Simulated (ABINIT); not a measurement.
# CoPtO2 (R-3m) in ABINIT: single point with PBEsol

Aim: the single point of CoPtO2 with PBEsol.

All numbers are computed with ABINIT 10.8.3 (patched build); they aren't measurements. Logs are shortened: lines on timing, memory, paths and dates and some standing lists are left out, and cuts for length are marked. The log counts tension as positive stress, the text compression.

### Step 1. The structure

It takes space group R-3m (No. 166, trigonal). Conventional cell: a = 2.825 Å, b = 2.825 Å, c = 17.818 Å, α = 90.00°, β = 90.00°, γ = 120.00°. Pt (site symmetry -3m) has 2 O at 2.00 Å as nearest neighbours. Co (site symmetry -3m) has 6 O at 1.90 Å as nearest neighbours. Around O (site symmetry 3m) lie 3 Co at 1.90 Å and 1 Pt at 2.00 Å.

The cell is a database's computed one.

### Step 2. Single point, PBEsol, collinear spin, ferromagnetic start

run.abi reads:

```
# Pseudopotentials
pp_dirpath "./"
pseudos "Pt.GGA_PBE-JTH.xml, Co.GGA_PBE-JTH.xml, O.GGA_PBE-JTH.xml"

# Structure
acell 3*1.0
rprim
     2.6688033577     1.5408343370    11.2238187644
    -2.6688033577     1.5408343370    11.2238187644
     0.0000000000    -3.0816686739    11.2238187644
ntypat 3
znucl 78 27 8
natom 4
typat 1 2 3 3
xred
     0.0000000000     0.0000000000     0.0000000000
     0.5000000000     0.5000000000     0.5000000000
     0.1122440300     0.1122440300     0.1122440300
     0.8877559700     0.8877559700     0.8877559700

# Plane-wave basis
ecut 26.0
pawecutdg 48.0
pawxcdev 0

# k points
kptopt 1
ngkpt 11 11 11
nshiftk 1
shiftk 0.0 0.0 0.0

# Exchange and correlation
ixc -116133

# Bands and occupations
nband 24
occopt 3
tsmear 0.00183747

# Spin
nsppol 2
spinat
     0.0000000000     0.0000000000     0.0000000000
     0.0000000000     0.0000000000     5.0000000000
     0.0000000000     0.0000000000     0.0000000000
     0.0000000000     0.0000000000     0.0000000000

# SCF cycle
nstep 100
tolvrs 1.0e-9

# Output
iomode 3
prtwf 0
prtden 0
prteig 0
prtebands 0
enunit 1
```

Potentials or basis: JTH PAW PBE v2.0.

The run is started by

```
$ mpirun --bind-to none -np 4 abinit run.abi > log 2>&1
```

run.abo:

```text
.Version 10.8.3 of ABINIT
 Symmetries : space group R-3 m (#166); Bravais hR (rhombohedral)
================================================================================
 Values of the parameters that define the memory need of the present run
     intxc =       0    ionmov =       0      iscf =      17    lmnmax =      18
     lnmax =       6     mgfft =      54  mpssoang =       3    mqgrid =    3001
     natom =       4  nloc_mem =       2    nspden =       2   nspinor =       1
    nsppol =       2      nsym =      12    n1xccc =       1    ntypat =       3
    occopt =       3   xclevel =       2
       mpw =        1774          nfft =      157464          nkpt =         146
Pmy_natom=         1
 PAW method is used; the additional fine FFT grid is defined by:
   mgfftf=        75    nfftf =    421875
================================================================================
================================================================================

--------------------------------------------------------------------------------
------------- Echo of variables that govern the present computation ------------
--------------------------------------------------------------------------------
 -outvars: echo values of preprocessed input variables --------
            acell      1.0000000000E+00  1.0000000000E+00  1.0000000000E+00 Bohr
              amu      1.95080000E+02  5.89332000E+01  1.59994000E+01
             ecut      2.60000000E+01 Hartree
           enunit           1
                       outvar_i_n : Printing only first  50 k-points.
              ixc     -116133
                       outvar_i_n : Printing only first  50 k-points.
         kptrlatt       11    0    0      0   11    0      0    0   11
          kptrlen      5.87136739E+01
            natom           4
            nband          24
            ngfft          54      54      54
          ngfftdg          75      75      75
             nkpt         146
           nspden           2
           nsppol           2
            nstep         100
             nsym          12
           ntypat           3
                       prtocc : prtvol=0, do not print more k-points.
                       1.000000  1.000000  1.000000  1.000000  1.000000  1.000000
                       1.000000  1.000000  1.000000  1.000000  1.000000  1.000000
                       1.000000  1.000000  1.000000  1.000000  1.000000  1.000000
                       1.000000  1.000000  0.000000  0.000000  0.000000  0.000000
                       1.000000  1.000000  1.000000  1.000000  1.000000  1.000000
                       1.000000  1.000000  1.000000  1.000000  1.000000  1.000000
[... 192 lines left out ...]
                       1.000000  1.000000  1.000000  1.000000  1.000000  1.000000
                       1.000000  1.000000  0.000000  0.000000  0.000000  0.000000
                       prtocc : prtvol=0, do not print more k-points.
           occopt           3
        pawecutdg      4.80000000E+01 Hartree
         pawxcdev           0
           prtden           0
        prtebands           0
           prteig           0
            prtwf           0
            rprim      2.6688033577E+00  1.5408343370E+00  1.1223818764E+01
                      -2.6688033577E+00  1.5408343370E+00  1.1223818764E+01
                       0.0000000000E+00 -3.0816686739E+00  1.1223818764E+01
          spgroup         166
           spinat      0.0000000000E+00  0.0000000000E+00  0.0000000000E+00
                       0.0000000000E+00  0.0000000000E+00  5.0000000000E+00
                       0.0000000000E+00  0.0000000000E+00  0.0000000000E+00
                       0.0000000000E+00  0.0000000000E+00  0.0000000000E+00
           tolvrs      1.00000000E-09
           tsmear      1.83747000E-03 Hartree
            typat      1  2  3  3
           useylm           1
                       outvars : Printing only first  50 k-points.
           xangst      0.0000000000E+00  0.0000000000E+00  0.0000000000E+00
                       0.0000000000E+00  2.6458862716E-11  8.9090836581E+00
                       1.6891367104E-18  5.9397283361E-12  1.9999829068E+00
                      -7.0168588620E-17  4.6978286504E-11  1.5818184409E+01
            xcart      0.0000000000E+00  0.0000000000E+00  0.0000000000E+00
                       0.0000000000E+00  5.0000004137E-11  1.6835728147E+01
                       3.1920057719E-18  1.1224459817E-11  3.7794199503E+00
                      -1.3259941513E-16  8.8776095357E-11  2.9892036343E+01
             xred      0.0000000000E+00  0.0000000000E+00  0.0000000000E+00
                       5.0000000000E-01  5.0000000000E-01  5.0000000000E-01
                       1.1224403000E-01  1.1224403000E-01  1.1224403000E-01
                       8.8775597000E-01  8.8775597000E-01  8.8775597000E-01
            znucl       78.00000   27.00000    8.00000

================================================================================

 chkinp: Checking input parameters for consistency.
[... 146 lines left out ...]
    4  O   1.41465     2.270723     2.270723      4.541446     0.000000
 ------------------------------------------------------------------------------------------------------------
  Sum:                16.706816    16.706815     33.413631     0.000000
 Total magnetization (from the atomic spheres):                0.000000
 Total magnetization (exact up - dn):                          0.000001

================================================================================

 ----iterations are completed or convergence reached----

 Mean square residual over all n,k,spin=   97.051E-09; max=  25.926E-05
 reduced coordinates (array xred) for    4 atoms
       0.000000000000      0.000000000000      0.000000000000
       0.500000000000      0.500000000000      0.500000000000
       0.112244030000      0.112244030000      0.112244030000
       0.887755970000      0.887755970000      0.887755970000
 rms dE/dt=  2.9346E-02; max dE/dt=  4.1501E-02; dE/dt below (all hartree)
    1       0.000000000000      0.000000000000      0.000000000000
    2       0.000000000000      0.000000000000      0.000000000000
    3      -0.041501088735     -0.041501088735     -0.041501088735
    4       0.041501088735      0.041501088735      0.041501088735

 cartesian coordinates (angstrom) at end:
    1      0.00000000000000     0.00000000000000     0.00000000000000
    2      0.00000000000000     0.00000000002646     8.90908365809490
    3      0.00000000000000     0.00000000000594     1.99998290678343
    4     -0.00000000000000     0.00000000004698    15.81818440940637

 cartesian forces (hartree/bohr) at end:
    1     -0.00000000000000    -0.00000000000000    -0.00000000000000
    2     -0.00000000000000    -0.00000000000000    -0.00000000000000
    3      0.00000000000000     0.00000000000000     0.00369759077599
    4     -0.00000000000000    -0.00000000000000    -0.00369759077599
 frms,max,avg= 1.5095351E-03 3.6975908E-03   0.000E+00  0.000E+00  0.000E+00 h/b

 cartesian forces (eV/Angstrom) at end:
    1     -0.00000000000000    -0.00000000000000    -0.00000000000000
    2     -0.00000000000000    -0.00000000000000    -0.00000000000000
    3      0.00000000000000     0.00000000000000     0.19013776251163
    4     -0.00000000000000    -0.00000000000000    -0.19013776251163
 frms,max,avg= 7.7623416E-02 1.9013776E-01   0.000E+00  0.000E+00  0.000E+00 e/A
 length scales=  1.000000000000  1.000000000000  1.000000000000 bohr
              =  0.529177210544  0.529177210544  0.529177210544 angstroms
 Fermi (or HOMO) energy (eV) =   9.17526   Average Vxc (eV)= -12.31191
 Eigenvalues (   eV  ) for nkpt= 146  k points, SPIN UP:
 kpt#   1, nband= 24, wtk=  0.00075, kpt=  0.0000  0.0000  0.0000 (reduced coord)
 -86.26055  -49.68211  -49.68211  -49.65977  -12.47828  -10.52881   -0.64289    2.04696
   2.54038    2.54038    4.48391    5.78943    5.78943    5.99410    5.99410    7.23212
   7.23212    7.51861    7.51861    7.64995   10.99179   10.99179   11.79774   14.60715
 prteigrs : prtvol=0 or 1, do not print more k-points.

 Eigenvalues (   eV  ) for nkpt= 146  k points, SPIN DOWN:
 kpt#   1, nband= 24, wtk=  0.00075, kpt=  0.0000  0.0000  0.0000 (reduced coord)
 -86.26055  -49.68211  -49.68211  -49.65978  -12.47828  -10.52881   -0.64289    2.04697
   2.54038    2.54038    4.48391    5.78943    5.78943    5.99411    5.99411    7.23212
   7.23212    7.51861    7.51861    7.64995   10.99179   10.99179   11.79774   14.60715
 prteigrs : prtvol=0 or 1, do not print more k-points.

--- !EnergyTerms
iteration_state     : {dtset: 1, }
comment             : Components of total free energy in Hartree
kinetic             :  3.52324214245940E+01
hartree             :  7.06077636514323E+01
xc                  : -1.18447464203119E+01
Ewald energy        : -1.27652542461295E+02
psp_core            :  7.91431626515045E+00
local_psp           : -2.09952779264292E+02
PAW spherical_terms :  3.01414968753249E+01
internal            : -2.05554069929397E+02
'-kT*entropy'       : -1.90512146733859E-04
total_energy        : -2.05554260441544E+02
total_energy_eV     : -5.59341637538182E+03
...

--- !EnergyTermsDC
iteration_state     : {dtset: 1, }
comment             : '"Double-counting" decomposition of free energy'
band_energy         : -1.39674448512148E+01
Ewald energy        : -1.27652542461295E+02
psp_core            :  7.91431626515045E+00
xc_dc               : -6.73796559318492E+01
PAW spherical_terms : -4.46874529339897E+00
internal            : -2.05554072272607E+02
'-kT*entropy'       : -1.90512146733859E-04
total_energy_dc     : -2.05554262784754E+02
total_energy_dc_eV  : -5.59341643914382E+03
...

--- !EnergyTermsWithPAWCore
iteration_state     : {dtset: 1, }
comment             : 'Components of total free energy, including PAW core contributions'
Total energy        : -1.99509153386237E+04
Total energy DC     : -1.99509153409669E+04
Total energy (eV)   : -5.42892063240156E+05
Total energy DC (eV): -5.42892063303918E+05
...

 Cartesian components of stress tensor (hartree/bohr^3)
  sigma(1 1)=  1.30475056E-04  sigma(3 2)= -8.52471283E-14
  sigma(2 2)=  1.30475056E-04  sigma(3 1)=  0.00000000E+00
  sigma(3 3)=  9.97776145E-05  sigma(2 1)=  0.00000000E+00

-Cartesian components of stress tensor (GPa)         [Pressure= -3.5377E+00 GPa]
- sigma(1 1)=  3.83870867E+00  sigma(3 2)= -2.50805710E-09
- sigma(2 2)=  3.83870869E+00  sigma(3 1)=  0.00000000E+00
- sigma(3 3)=  2.93555877E+00  sigma(2 1)=  0.00000000E+00

== END DATASET(S) ==============================================================
================================================================================

 -outvars: echo values of variables after computation  --------
            acell      1.0000000000E+00  1.0000000000E+00  1.0000000000E+00 Bohr
           etotal     -2.0555426278E+02
            fcart     -0.0000000000E+00 -0.0000000000E+00 -0.0000000000E+00
                      -0.0000000000E+00 -0.0000000000E+00 -0.0000000000E+00
                       7.2903460637E-19  7.3587477165E-19  3.6975907760E-03
                      -7.2903460637E-19 -7.3587477165E-19 -3.6975907760E-03
            rprim      2.6688033577E+00  1.5408343370E+00  1.1223818764E+01
                      -2.6688033577E+00  1.5408343370E+00  1.1223818764E+01
                       0.0000000000E+00 -3.0816686739E+00  1.1223818764E+01
           strten      1.3047505566E-04  1.3047505624E-04  9.9777614548E-05
                      -8.5247128270E-14  0.0000000000E+00  0.0000000000E+00
           xangst      0.0000000000E+00  0.0000000000E+00  0.0000000000E+00
                       0.0000000000E+00  2.6458862716E-11  8.9090836581E+00
                       1.6891367104E-18  5.9397283361E-12  1.9999829068E+00
                      -7.0168588620E-17  4.6978286504E-11  1.5818184409E+01
             xred      0.0000000000E+00  0.0000000000E+00  0.0000000000E+00
                       5.0000000000E-01  5.0000000000E-01  5.0000000000E-01
                       1.1224403000E-01  1.1224403000E-01  1.1224403000E-01
                       8.8775597000E-01  8.8775597000E-01  8.8775597000E-01
 Calculation completed.
```

Run time: 13 min. Hardware: 4 MPI ranks of Arm Neoverse V2, shared host; peak memory 1.8 GiB.

Results:

* Free energy: -5593.4164 eV
* Pressure: -3.5 GPa
* Largest force: 0.190 eV/Å
* Band gap on the k mesh: none (metal or under the smearing width)
* Net moment: 0.00 μB per cell

Forces on the atoms (eV/Å):
```
Pt   0.000  0.000  0.000
Co   0.000  0.000  0.000
O    0.000  0.000  0.190
O    0.000  0.000 -0.190
```

Stress tensor (GPa, compression positive):
```
-3.84  0.00  0.00
 0.00 -3.84  0.00
 0.00  0.00 -2.94
```

Caveat: the starting moments collapsed, and a magnetic state may lie lower; the PAW data sets were made with another functional, which shifts forces and pressure a little; semilocal functionals often make such compounds metallic where correlation or magnetic order opens a gap, which also shifts bond lengths; the atomic spheres overlap. With open d or f shells a metallic result of PBEsol can be an artefact of self-interaction; +U or a hybrid may open a gap.
